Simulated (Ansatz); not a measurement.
# Ba2Tl5V3O12 (P-42m) in Ansatz: settings compared

Aim: see how the results for Ba2Tl5V3O12 move with the level of theory and the settings. Levels: r2SCAN+rVV10, BLYP. Tasks: relaxation of cell and atoms.

Everything below comes from runs of Ansatz 0.2.0. Logs are shortened: lines on timing, memory, paths and dates and some standing lists are left out, and cuts for length are marked.

## (1) Starting point

Symmetry: P-42m, No. 111, tetragonal system. Conventional cell: a = 10.975 Å, b = 10.975 Å, c = 6.604 Å, α = 90.00°, β = 90.00°, γ = 90.00°. Ba (site symmetry 222) has 4 O at 2.58 Å as nearest neighbours. V (site symmetry -42m) has 4 O at 1.73 Å as nearest neighbours. V (site symmetry 222) is surrounded by 4 O at 1.73 Å. Tl (site symmetry -42m) is surrounded by 4 O at 2.65 Å. Around Tl (site symmetry m) lie 3 O at 2.50 to 2.65 Å. Around O (site symmetry m) lie 1 V at 1.73 Å. O (site symmetry 1) is surrounded by 1 V at 1.73 Å.

The cell was built by a generator and needn't be a form met in nature.

## (2) Relaxation of cell and atoms, r2SCAN+rVV10, collinear spin, ferromagnetic start

File input.yaml:

```yaml
crystal:
  lattice:
    - [10.97457, 0.0, 0.0]
    - [0.0, 10.97457, 0.0]
    - [0.0, 0.0, 6.604]
  atoms:
    - { symbol: Ba, position: [0.0, 0.5, 0.0] }
    - { symbol: Ba, position: [0.5, 0.0, 0.0] }
    - { symbol: V, position: [0.5, 0.5, 0.0], spin: 2.0 }
    - { symbol: V, position: [0.5, 0.0, 0.5], spin: 2.0 }
    - { symbol: V, position: [0.0, 0.5, 0.5], spin: 2.0 }
    - { symbol: Tl, position: [0.5, 0.5, 0.5] }
    - { symbol: Tl, position: [0.7126, 0.2874, 0.40228] }
    - { symbol: Tl, position: [0.2874, 0.7126, 0.40228] }
    - { symbol: Tl, position: [0.7126, 0.7126, 0.59772] }
    - { symbol: Tl, position: [0.2874, 0.2874, 0.59772] }
    - { symbol: O, position: [0.41064, 0.58936, 0.1577] }
    - { symbol: O, position: [0.58936, 0.41064, 0.1577] }
    - { symbol: O, position: [0.58936, 0.58936, 0.8423] }
    - { symbol: O, position: [0.41064, 0.41064, 0.8423] }
    - { symbol: O, position: [0.58661, 0.0857, 0.33378] }
    - { symbol: O, position: [0.41339, 0.0857, 0.66622] }
    - { symbol: O, position: [0.58661, 0.9143, 0.66622] }
    - { symbol: O, position: [0.41339, 0.9143, 0.33378] }
    - { symbol: O, position: [0.0857, 0.58661, 0.33378] }
    - { symbol: O, position: [0.0857, 0.41339, 0.66622] }
    - { symbol: O, position: [0.9143, 0.58661, 0.66622] }
    - { symbol: O, position: [0.9143, 0.41339, 0.33378] }
hamiltonian:
  xc: r2scan
  pseudopotentials: { kind: paw }
  dispersion: rvv10
magnetization:
  spin_polarized: true
kpoints:
  mp_grid: { grid: [2, 2, 3] }
scf:
  occupations: { method: fermi_dirac, width: 0.05 }
output:
  forces: true
  stress: true
  eigenvalues: true
relax:
  f_tol: 0.01
  max_steps: 40
  cell: { stress_tol: 0.05 }
```

Potentials or basis: Ansatz PAW.

Started as:

```console
ansatz run input.yaml --threads 8 --pin off --max-ram 20480MiB --backend cpu --events-out ev --progress --plain --runs-dir out
```

What it wrote:

```text
Warning: RAYON_NUM_THREADS=8 ignored (pool sized by the plan → 8); use --threads N
Engine: ansatz 0.2.0, x86_64-unknown-linux-gnu
Pseudopotentials: kind: paw
Pseudopotential: Ba, paw, valence charge 10, recommended cutoff 500 eV (meta_gga), Ba.paw.azcp
Pseudopotential: V, paw, valence charge 13, recommended cutoff 500 eV (meta_gga), V.paw.azcp
Pseudopotential: Tl, paw, valence charge 13, recommended cutoff 500 eV (meta_gga), Tl.paw.azcp
Pseudopotential: O, paw, valence charge 6, recommended cutoff 500 eV (meta_gga), O.paw.azcp
Functional definition: r2SCAN+rVV10
  parameter k0 = 0.174
  parameter k1 = 0.065
  parameter a1 = 4.9479
  exchange = r2scan_x(k0 = k0, k1 = k1, a1 = a1)
  correlation = r2scan_c + rvv10(11.95, 0.0093)
Crystal: 22 atoms, lattice volume = 795.394 Å³
Basis set: ecut = 500 eV, 20185 PW (Γ), exchange–correlation on 360×360×216 points (64 copies of the dense FFT grid, shifted against one another)
Bands: 123, of which v1, the nominal top of the filled ones, is band 98 counted from 1 (97 counted from 0)
Symmetry: 8 space group operations
Space group: P-42m (ITA 111), of the structure as read, at distance tolerance 9.3e-5 Å
Magnetic group: BNS 111.251 (UNI 911), of the structure as read, at distance tolerance 9.3e-5 Å
k-points: 6 of 12
Non-local potential: Ba, projectors of the file, l = 0: 3, l = 1: 2, l = 2: 2, l = 3: 2
Non-local potential: V, projectors of the file, l = 0: 3, l = 1: 2, l = 2: 3, l = 3: 1
Non-local potential: Tl, projectors of the file, l = 0: 2, l = 1: 2, l = 2: 2, l = 3: 1
Non-local potential: O, projectors of the file, l = 0: 2, l = 1: 2, l = 2: 1
PAW form: soft (Blöchl's): semilocal exchange-correlation on the pseudo side does not see the compensation charge
rVV10 density: all electrons in the spheres
PAW frozen core: Ba, regenerated for the run's functional (the file was generated under x = pbe(κ = 0.804, μ = 0.2195149727645171), c = pbe(β = 0.06672455060314922))
PAW frozen core: V, regenerated for the run's functional (the file was generated under x = pbe(κ = 0.804, μ = 0.2195149727645171), c = pbe(β = 0.06672455060314922))
PAW frozen core: Tl, regenerated for the run's functional (the file was generated under x = pbe(κ = 0.804, μ = 0.2195149727645171), c = pbe(β = 0.06672455060314922))
PAW frozen core: O, regenerated for the run's functional (the file was generated under x = pbe(κ = 0.804, μ = 0.2195149727645171), c = pbe(β = 0.06672455060314922))
PAW one-centre angular grid: Ba, 302 points (default); XC on 160 Gauss nodes
PAW one-centre angular grid: V, 590 points (default); XC on 160 Gauss nodes
PAW one-centre angular grid: Tl, 590 points (default); XC on 160 Gauss nodes
[... 192 lines left out ...]
  atom   1  Ba    -0.00000000    -0.00000000     0.00000000
  atom   2  Ba    -0.00000000    -0.00000000    -0.00000000
  atom   3  V      0.00000000     0.00000000    -0.00000000
  atom   4  V     -0.00000000    -0.00000000    -0.00000000
  atom   5  V     -0.00000000    -0.00000000     0.00000000
  atom   6  Tl    -0.00000000     0.00000000     0.00000000
[... 14 lines left out ...]
  atom  21  O     -0.00341543     0.00205347     0.00288418
  atom  22  O     -0.00341543    -0.00205347    -0.00288418
  max |Σ_I F_I| component: 1.30e-18 eV/Å
--- Stress (GPa, compression-positive) ---
        0.013286      -0.000000       0.000000
       -0.000000       0.013286      -0.000000
        0.000000      -0.000000       0.004948
  P = ⅓ Tr σ = 0.0105 GPa (0.105 kbar)
--- Band table (eV; the first three rows and the last of 12) ---
  k-point 0 ↑: bands = ["-65.1147", "-65.1147", "-64.5023", "-37.9994", "-37.9994", "-37.9232", "-37.9232", "-37.9188", "-37.9188", "-37.3226", "-37.2901", "-37.2901", "-25.4421", "-25.4421", "-16.5605", "-16.5372", "-16.3122", "-16.2928", "-16.1979", "-16.1979", "-16.1718", "-16.1718", "-15.8072", "-15.3462", "-15.3462", "-15.3288", "-10.3345", "-10.3345", "-10.2672", "-10.2672", "-9.9779", "-9.9521", "-9.2793", "-8.9762", "-8.9698", "-8.7540", "-8.7540", "-8.6260", "-8.6260", "-8.5714", "-8.5651", "-8.5288", "-8.5288", "-8.4841", "-8.4667", "-8.4526", "-8.4526", "-8.4436", "-8.4300", "-8.4189", "-8.4189", "-8.3916", "-8.3904", "-8.3903", "-8.3903", "-8.3640", "-8.2437", "-4.5094", "-3.6349", "-3.6349", "-3.0304", "-3.0286", "-2.7455", "-2.2615", "-2.2615", "-1.8746", "-1.7699", "-1.7699", "-1.7652", "-1.7207", "-1.7126", "-1.5789", "-1.4788", "-1.3534", "-1.1929", "-1.1929", "-1.0337", "-1.0005", "-1.0005", "-0.9080", "-0.8367", "-0.8367", "-0.7526", "-0.3186", "-0.0636", "-0.0260", "-0.0260", "0.0679", "0.0679", "0.1793", "0.2055", "0.5062", "0.5062", "0.8579", "1.0296", "1.0568", "1.0956", "1.0956", "4.5206", "4.5206", "4.6711", "4.7075", "4.8989", "4.9852", "5.3380", "5.4254", "5.5497", "5.6111", "5.7857", "5.7857", "5.8820", "5.8930", "6.1613", "6.3466", "6.6202", "6.6648", "6.6648", "7.0157", "7.0157", "7.2234", "7.3095", "7.3223", "7.3499"]
[... 3 lines left out ...]
--- Relaxed structure (6 steps of the walk, 6 accepted, 1 SCFs on fresh bases) ---
  F+E_penalty+E_count = -84781.30294581 eV   max|allowed force component| = 4.368e-3 eV/Å   (the final SCF, on the basis selected at the relaxed cell)
  cell:  # Å, volume = 706.0304 Å³
    - [10.372346599566649, -2.2812206894612903e-33, 1.8629178421121895e-17]
    - [-4.106197241030323e-33, 10.372346599566649, -3.195763629691058e-33]
    - [1.1210197237166376e-17, -1.9230660527455515e-33, 6.56250089145572]
  atoms:
    - { symbol: Ba, position: [1.7962222458237423e-21, 0.5, -3.350633056040342e-19] }
    - { symbol: Ba, position: [0.5, -1.8270864914778907e-33, -3.350633056040329e-19] }
    - { symbol: V, position: [0.5, 0.5, -3.3506330560404023e-19] }
    - { symbol: V, position: [0.5, -5.635567495756477e-34, 0.5000000000000001] }
    - { symbol: V, position: [1.7962222458216257e-21, 0.5, 0.5000000000000001] }
    - { symbol: Tl, position: [0.5, 0.5, 0.5000000000000001] }
    - { symbol: Tl, position: [0.7093922414984074, 0.2906077585015924, 0.4448270281400784] }
    - { symbol: Tl, position: [0.2906077585015923, 0.7093922414984075, 0.4448270281400784] }
    - { symbol: Tl, position: [0.7093922414984074, 0.7093922414984075, 0.5551729718599219] }
    - { symbol: Tl, position: [0.2906077585015923, 0.2906077585015924, 0.5551729718599219] }
    - { symbol: O, position: [0.406073914084188, 0.593926085915812, 0.15851067454517723] }
    - { symbol: O, position: [0.5939260859158119, 0.4060739140841881, 0.15851067454517723] }
    - { symbol: O, position: [0.5939260859158119, 0.593926085915812, 0.8414893254548229] }
    - { symbol: O, position: [0.406073914084188, 0.4060739140841881, 0.8414893254548229] }
    - { symbol: O, position: [0.5914671872093056, 0.08966917903260152, 0.33500724567507584] }
    - { symbol: O, position: [0.40853281279069426, 0.08966917903260152, 0.6649927543249247] }
    - { symbol: O, position: [0.5914671872093056, 0.9103308209673986, 0.6649927543249247] }
    - { symbol: O, position: [0.40853281279069426, 0.9103308209673986, 0.33500724567507584] }
    - { symbol: O, position: [0.0896691790326015, 0.5914671872093056, 0.33500724567507584] }
    - { symbol: O, position: [0.0896691790326015, 0.40853281279069426, 0.6649927543249247] }
    - { symbol: O, position: [0.9103308209673985, 0.5914671872093056, 0.6649927543249247] }
    - { symbol: O, position: [0.9103308209673985, 0.40853281279069426, 0.33500724567507584] }
```

It took 5.6 min on 8 threads of Intel Xeon Platinum 8488C (Sapphire Rapids), shared host; peak memory 6.1 GiB.

What came out:

| Property | Result |
| --- | --- |
| Free energy | -84781.3029 eV |
| Relaxed volume | 32.09 Å³/atom |
| Relaxed cell | a = 10.372 Å, b = 10.372 Å, c = 6.563 Å, α = 90.00°, β = 90.00°, γ = 90.00° |
| Space group after relaxing (to 0.05 Å) | P-42m (No. 111) |
| Energy gained by relaxing | 15.1 meV/atom |
| Ionic steps | 7 |
| Pressure after relaxing | 0.0 GPa |
| Largest force after relaxing | 0.005 eV/Å |
| Band gap on the k mesh | 2.56 eV, indirect (least direct gap 2.77 eV) |
| Net moment | 0.00 μB per cell |
| Absolute moment | 0.00 μB per cell |

Forces in eV/Å, atoms in the order of the input:
```
Ba   0.000  0.000  0.000
Ba   0.000  0.000  0.000
V    0.000  0.000  0.000
V    0.000  0.000  0.000
V    0.000  0.000  0.000
Tl   0.000  0.000  0.000
Tl   0.001 -0.001  0.000
Tl  -0.001  0.001  0.000
Tl   0.001  0.001  0.000
Tl  -0.001 -0.001  0.000
O   -0.001  0.001  0.004
O    0.001 -0.001  0.004
O    0.001  0.001 -0.004
O   -0.001 -0.001 -0.004
O    0.002  0.003 -0.003
O   -0.002  0.003  0.003
O    0.002 -0.003  0.003
O   -0.002 -0.003 -0.003
O    0.003  0.002 -0.003
O    0.003 -0.002  0.003
O   -0.003  0.002  0.003
O   -0.003 -0.002 -0.003
```

The path:
| step | energy change (eV) | largest force (eV/Å) | volume (Å³) |
| --- | --- | --- | --- |
| 1 | 0.0000 | 0.4041 | 795.39 |
| 2 | -0.2393 | 0.2642 | 736.71 |
| 3 | -0.3224 | 0.1470 | 719.38 |
| 4 | -0.3308 | 0.1964 | 698.72 |
| 5 | -0.3489 | 0.0210 | 704.08 |
| 6 | -0.3490 | 0.0033 | 706.03 |
| 7 | -0.3315 | 0.0049 | 706.03 |

Final structure:
```
CELL_PARAMETERS angstrom
10.37235 0.00000 0.00000
0.00000 10.37235 0.00000
0.00000 0.00000 6.56250
ATOMIC_POSITIONS crystal
Ba 0.00000 0.50000 0.00000
Ba 0.50000 0.00000 0.00000
V 0.50000 0.50000 0.00000
V 0.50000 0.00000 0.50000
V 0.00000 0.50000 0.50000
Tl 0.50000 0.50000 0.50000
Tl 0.70939 0.29061 0.44483
Tl 0.29061 0.70939 0.44483
Tl 0.70939 0.70939 0.55517
Tl 0.29061 0.29061 0.55517
O 0.40607 0.59393 0.15851
O 0.59393 0.40607 0.15851
O 0.59393 0.59393 0.84149
O 0.40607 0.40607 0.84149
O 0.59147 0.08967 0.33501
O 0.40853 0.08967 0.66499
O 0.59147 0.91033 0.66499
O 0.40853 0.91033 0.33501
O 0.08967 0.59147 0.33501
O 0.08967 0.40853 0.66499
O 0.91033 0.59147 0.66499
O 0.91033 0.40853 0.33501
```

Levels at points of the mesh, in eV from the valence-band top:
Spin up:
```
             k point  band 94  band 95  band 96  band 97  band 98  band 99  band 100  band 101  band 102  band 103
  (0.00, 0.00, 0.00)    -0.81    -0.64    -0.61    -0.58    -0.58     2.85      2.85      3.00      3.04      3.23
 (0.00, -0.50, 0.00)    -0.74    -0.62    -0.60    -0.57    -0.53     2.56      3.02      3.10      3.14      3.29
(-0.50, -0.50, 0.00)    -0.76    -0.76    -0.62    -0.52    -0.23     2.75      2.75      3.14      3.14      3.49
```
Spin down:
```csv
k point,band 94,band 95,band 96,band 97,band 98,band 99,band 100,band 101,band 102,band 103
"(0.00, 0.00, 0.00)",-0.81,-0.64,-0.61,-0.58,-0.58,2.85,2.85,3.00,3.04,3.23
"(0.00, -0.50, 0.00)",-0.74,-0.62,-0.60,-0.57,-0.53,2.56,3.02,3.10,3.14,3.29
"(-0.50, -0.50, 0.00)",-0.76,-0.76,-0.62,-0.52,-0.23,2.75,2.75,3.14,3.14,3.49
```

Caveat: the magnetic or orbital state may not be the lowest; odd divisions of the mesh miss points on the zone boundary, where band edges often lie, so the gap on the mesh can be too wide; the plane-wave basis is chosen anew once the cell has moved, so the energies of steps on either side of that aren't comparable; spin-orbit coupling is left out, which as a rule narrows the gap of such compounds by several tenths of an eV; the PAW data sets come from PBE, with cores solved anew for the run's functional, which leaves a small shift of forces and pressure; the starting moments weren't kept. A k mesh can miss the band edges.

## (3) Relaxation of cell and atoms, BLYP, collinear spin, ferromagnetic start

input.yaml, as its differences from that of step 2:

```diff
@@ -29,5 +29,4 @@
 hamiltonian:
-  xc: r2scan
+  xc: blyp
   pseudopotentials: { kind: paw }
-  dispersion: rvv10
 magnetization:
```

Potentials or basis: Ansatz PAW.

Started as:

```console
ansatz run input.yaml --threads 8 --pin off --max-ram 20480MiB --backend cpu --events-out ev --progress --plain --runs-dir out
```

It took 6.3 min on 8 threads of Intel Xeon Platinum 8259CL at 2.50GHz (Skylake/Cascade Lake), shared host; peak memory 3.9 GiB.

The run converged. Its results:

| Item | Value |
| --- | --- |
| Free energy | -84902.1837 eV |
| Relaxed volume | 39.26 Å³/atom |
| Relaxed cell | a = 11.368 Å, b = 11.368 Å, c = 6.684 Å, α = 90.00°, β = 90.00°, γ = 90.00° |
| Space group after relaxing (to 0.05 Å) | P-42m (No. 111) |
| Energy gained by relaxing | 8.0 meV/atom |
| Ionic steps | 10 |
| Pressure after relaxing | 0.0 GPa |
| Largest force after relaxing | 0.004 eV/Å |
| Band gap on the k mesh | 2.77 eV, indirect (least direct gap 2.79 eV) |
| Net moment | 0.00 μB per cell |
| Absolute moment | 0.00 μB per cell |

Forces in eV/Å, atoms in the order of the input:
```
Ba   0.000  0.000  0.000
Ba   0.000  0.000  0.000
V    0.000  0.000  0.000
V    0.000  0.000  0.000
V    0.000  0.000  0.000
Tl   0.000  0.000  0.000
Tl  -0.001  0.001 -0.004
Tl   0.001 -0.001 -0.004
Tl  -0.001 -0.001  0.004
Tl   0.001  0.001  0.004
O   -0.001  0.001  0.001
O    0.001 -0.001  0.001
O    0.001  0.001 -0.001
O   -0.001 -0.001 -0.001
O    0.001  0.002  0.000
O   -0.001  0.002  0.000
O    0.001 -0.002  0.000
O   -0.001 -0.002  0.000
O    0.002  0.001  0.000
O    0.002 -0.001  0.000
O   -0.002  0.001  0.000
O   -0.002 -0.001  0.000
```

The path:
```csv
step,energy change (eV),largest force (eV/Å),volume (Å³)
1,0.0000,0.2586,795.39
2,0.0410,0.3087,853.20
3,-0.0732,0.1244,834.77
4,-0.0762,0.0378,837.52
5,-0.0711,0.0140,842.86
6,-0.0698,0.0120,844.02
7,-0.1628,0.0118,844.02
8,-0.1557,0.0121,855.89
9,-0.1459,0.0041,863.74
10,-0.1764,0.0040,863.74
```

Final structure:
```
Ba V Tl O
1.0
    11.36784    0.00000    0.00000
     0.00000   11.36784    0.00000
     0.00000    0.00000    6.68389
Ba V Tl O
2 3 5 12
Direct
  0.00000 0.50000 0.00000
  0.50000 0.00000 0.00000
  0.50000 0.50000 0.00000
  0.50000 0.00000 0.50000
  0.00000 0.50000 0.50000
  0.50000 0.50000 0.50000
  0.71778 0.28222 0.36216
  0.28222 0.71778 0.36216
  0.71778 0.71778 0.63784
  0.28222 0.28222 0.63784
  0.41308 0.58692 0.15610
  0.58692 0.41308 0.15610
  0.58692 0.58692 0.84390
  0.41308 0.41308 0.84390
  0.58386 0.08359 0.33460
  0.41614 0.08359 0.66540
  0.58386 0.91641 0.66540
  0.41614 0.91641 0.33460
  0.08359 0.58386 0.33460
  0.08359 0.41614 0.66540
  0.91641 0.58386 0.66540
  0.91641 0.41614 0.33460
```

Levels at points of the mesh, in eV from the valence-band top:
Spin up:
```
             k point  band 96  band 97  band 98  band 99  band 100  band 101
  (0.00, 0.00, 0.00)    -0.17    -0.17    -0.17     2.91      2.91      3.15
 (0.00, -0.50, 0.00)    -0.25    -0.19    -0.15     2.78      2.99      3.31
(-0.50, -0.50, 0.00)    -0.17    -0.14    -0.08     2.89      2.89      3.35
```
Spin down:
| k point | band 95 | band 96 | band 97 | band 98 | band 99 | band 100 | band 101 | band 102 |
| --- | --- | --- | --- | --- | --- | --- | --- | --- |
| (0.00, 0.00, 0.00) | -0.31 | -0.17 | -0.17 | -0.17 | 2.91 | 2.91 | 3.15 | 3.31 |
| (0.00, -0.50, 0.00) | -0.33 | -0.25 | -0.19 | -0.15 | 2.78 | 2.99 | 3.31 | 3.46 |
| (-0.50, -0.50, 0.00) | -0.46 | -0.17 | -0.14 | -0.08 | 2.89 | 2.89 | 3.35 | 3.46 |

Caveat: odd divisions of the mesh miss points on the zone boundary, where band edges often lie, so the gap on the mesh can be too wide; the plane-wave basis is chosen anew once the cell has moved, so the energies of steps on either side of that aren't comparable; spin-orbit coupling is left out, which as a rule narrows the gap of such compounds by several tenths of an eV; the PAW data sets come from PBE, with cores solved anew for the run's functional, which leaves a small shift of forces and pressure; the starting moments weren't kept. A k mesh can miss the band edges.
